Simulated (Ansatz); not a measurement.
# ClGaH₆O₂Si₂: basis-set convergence

One table from this session's results is given with a row withheld; the runs are named, their logs left out.

Computed with Ansatz 0.2.0, Gaussian basis. Level: one geometry, several basis sets.

The runs, in order: PBE0-D4/def2-SVP; ωB97M-V/def2-SVP; PBE0-D4/def2-QZVPP; ωB97M-V/def2-QZVPP; the functionals' def2-TZVPP values are taken from earlier runs.

## Structure used throughout

The geometry comes from an earlier relaxation with PBE0-D4 in a triple-zeta def2 set; it is a stationary point, not always the lowest conformer.

12 atoms, charge 0, spin multiplicity 1.

Atoms are counted from 1 here; the program's logs count them from 0.

Bond lengths: Si1–O2 1.638 Å, Si1–H7 1.490 Å, Si1–H8 1.484 Å, Si1–H9 1.486 Å, O2–Ga3 1.758 Å, Ga3–Cl4 2.105 Å, Ga3–O5 1.758 Å, O5–Si6 1.638 Å, Si6–H10 1.490 Å, Si6–H11 1.484 Å, Si6–H12 1.486 Å. Angles: O2–Si1–H7 110.7°, O2–Si1–H8 108.5°, O2–Si1–H9 110.3°, H7–Si1–H8 109.2°, H7–Si1–H9 108.6°, H8–Si1–H9 109.5°, Si1–O2–Ga3 138.9°, O2–Ga3–Cl4 119.4°, O2–Ga3–O5 121.2°, Cl4–Ga3–O5 119.4°, Ga3–O5–Si6 138.9°, O5–Si6–H10 110.7°, O5–Si6–H11 108.5°, O5–Si6–H12 110.3°, H10–Si6–H11 109.2°, H10–Si6–H12 108.6°, H11–Si6–H12 109.5°.

Set-up of the first run:

Input file in.yaml:

```yaml
crystal:
  periodic: [false, false, false]
  atoms:
    - {symbol: Si, position_ang: [-1.793235, 0.442687, -1.135366]}
    - {symbol: O, position_ang: [-1.566887, 0.758233, 0.456319]}
    - {symbol: Ga, position_ang: [-0.361969, 0.473259, 1.705018]}
    - {symbol: Cl, position_ang: [-0.783955, 1.024738, 3.692647]}
    - {symbol: O, position_ang: [1.188709, -0.263653, 1.324760]}
    - {symbol: Si, position_ang: [2.032284, -0.755245, 0.009067]}
    - {symbol: H, position_ang: [-1.141084, -0.841416, -1.516130]}
    - {symbol: H, position_ang: [-3.251446, 0.343831, -1.392627]}
    - {symbol: H, position_ang: [-1.215648, 1.532684, -1.964689]}
    - {symbol: H, position_ang: [1.723958, 0.105855, -1.166766]}
    - {symbol: H, position_ang: [3.480883, -0.659693, 0.316844]}
    - {symbol: H, position_ang: [1.688401, -2.161292, -0.329074]}
basis:
  gaussian: {orbitals: def2-SVP}
hamiltonian: {xc: pbe0, dispersion: d4}
output: {orbitals: {seedname: orbitals}}
```

On the command line:

```
$ ansatz run in.yaml --threads 4 --pin off --events-out ev --progress --plain --max-ram 11315MiB
```

Steps of the session up to this table: PBE0-D4 in def2-SVP; ωB97M-V in def2-SVP; PBE0-D4 in def2-QZVPP; ωB97M-V in def2-QZVPP.

One of the session's tables, all rows but one given; the rest of the session is left out.

It belongs to the step «Functionals by basis». 

| functional | basis | HOMO (eV) | LUMO (eV) |
| --- | --- | --- | --- |
| PBE0-D4 | def2-SVP | ? | ? |
| PBE0-D4 | def2-TZVPP | -8.82 | -1.60 |
| PBE0-D4 | def2-QZVPP | -8.84 | -1.69 |
| ωB97M-V | def2-SVP | -10.99 | 0.50 |
| ωB97M-V | def2-TZVPP | -11.11 | 0.22 |
| ωB97M-V | def2-QZVPP | -11.12 | 0.01 |

Estimate the missing values for PBE0-D4, def2-SVP.

**Answer.** HOMO (eV): -8.76; LUMO (eV): -1.42. In the column «HOMO (eV)» it is the highest.
